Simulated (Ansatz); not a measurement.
# Na (diamond type): how the settings move a single-point run

Aim: see which settings change the result for Na (diamond type), by how much, and at what cost.

Program: Ansatz 0.2.0. Level of theory: reference: DFT, PBEsol, PAW with Ansatz's default frozen-core files, scalar-relativistic. These are calculated values, not measurements.

1 further run of the same task is left out (it didn't finish).

### Step 1. The starting structure

Symmetry: Fd-3m, No. 227, cubic system. The conventional cell has a = 7.169 Å, b = 7.169 Å, c = 7.169 Å, α = 90.00°, β = 90.00°, γ = 90.00°. Around Na (site symmetry -43m) lie 4 Na at 3.10 Å.

Coordinates:

```
Na
1.0
     0.00000    3.58455    3.58455
     3.58455    0.00000    3.58455
     3.58455    3.58455    0.00000
Na
2
Direct
  0.87500 0.87500 0.87500
  0.12500 0.12500 0.12500
```

### Step 2. The reference run

File input.yaml:

```yaml
crystal:
  lattice:
    - [0.0, 3.5845511268, 3.5845511268]
    - [3.5845511268, 0.0, 3.5845511268]
    - [3.5845511268, 3.5845511268, 0.0]
  atoms:
    - { symbol: Na, position: [-0.125, -0.125, -0.125] }
    - { symbol: Na, position: [0.125, 0.125, 0.125] }
kpoints:
  mp_grid: { grid: [9, 9, 9] }
  band_path:
    path:
      - [0.0, 0.0, 0.0]
      - [0.5, 0.0, 0.5]
      - [0.625, 0.25, 0.625]
      - [0.375, 0.375, 0.75]
      - [0.0, 0.0, 0.0]
      - [0.5, 0.5, 0.5]
      - [0.5, 0.25, 0.75]
      - [0.5, 0.0, 0.5]
    npoints: 8
scf:
  occupations: { method: fermi_dirac, width: 0.08 }
hamiltonian:
  xc: pbesol
  pseudopotentials: { kind: paw }
output:
  forces: true
  stress: true
  eigenvalues: true
  populations: true
  dos: { projected: true, de: 0.2, e_range: [-14, 8] }
```

The run is started by

```console
$ ansatz run input.yaml --threads 1 --pin off --max-ram 2048MiB --backend cpu --events-out ev --progress --plain --runs-dir out
```

### Step 3. Changing settings: symmetry.detect false, occupations.width 0.005, eigensolver.kind davidson

Changes to input.yaml since step 2:

```diff
@@ -8,2 +8,3 @@
     - { symbol: Na, position: [0.125, 0.125, 0.125] }
+  symmetry: { detect: false }
 kpoints:
@@ -22,3 +23,4 @@
 scf:
-  occupations: { method: fermi_dirac, width: 0.08 }
+  occupations: { method: fermi_dirac, width: 0.005 }
+  eigensolver: { kind: davidson }
 hamiltonian:
@@ -31,2 +33 @@
   populations: true
-  dos: { projected: true, de: 0.2, e_range: [-14, 8] }
```

**Question.** What will these runs give? Wanted: for each run, ending; energy change; pressure; gap; force.

The runs gave:

| run | ending | energy change | pressure (GPa) | gap (eV) | force (eV/Å) | cycles | time |
| --- | --- | --- | --- | --- | --- | --- | --- |
| reference | converged | 0 | 0.5 | 0.00 | 0.00 | 7 | 7.1 s |
| 1: symmetry.detect false, occupations.width 0.005, eigensolver.kind davidson | converged | +0.1 meV/atom (σ→0) | 0.5 | 0.00 | 0.00 | 6 | 97 s |

Times don't compare one to one where runs were asked for different outputs or read a saved state (see the inputs); cycles may leave out searches for a lower state.

Residual by cycle in the longest SCF loop of each run; runs are numbered as in the table. The quantity is the density residual dr2, in eV.

| cycle | reference | run 1 |
| --- | --- | --- |
| 1 | 0.00114 | 0.00134 |
| 2 | 3.2e-4 | 8.7e-5 |
| 3 | 7.0e-5 | 1.3e-5 |
| 4 | 4.4e-5 | 1.2e-8 |
| 5 | 7.4e-6 | 9.5e-10 |
| 6 | 6.9e-7 | 1.2e-11 |
| 7 | 1.8e-8 | - |

Changing the use of symmetry, smearing and solver hardly moves the energy: +0.1 meV/atom.
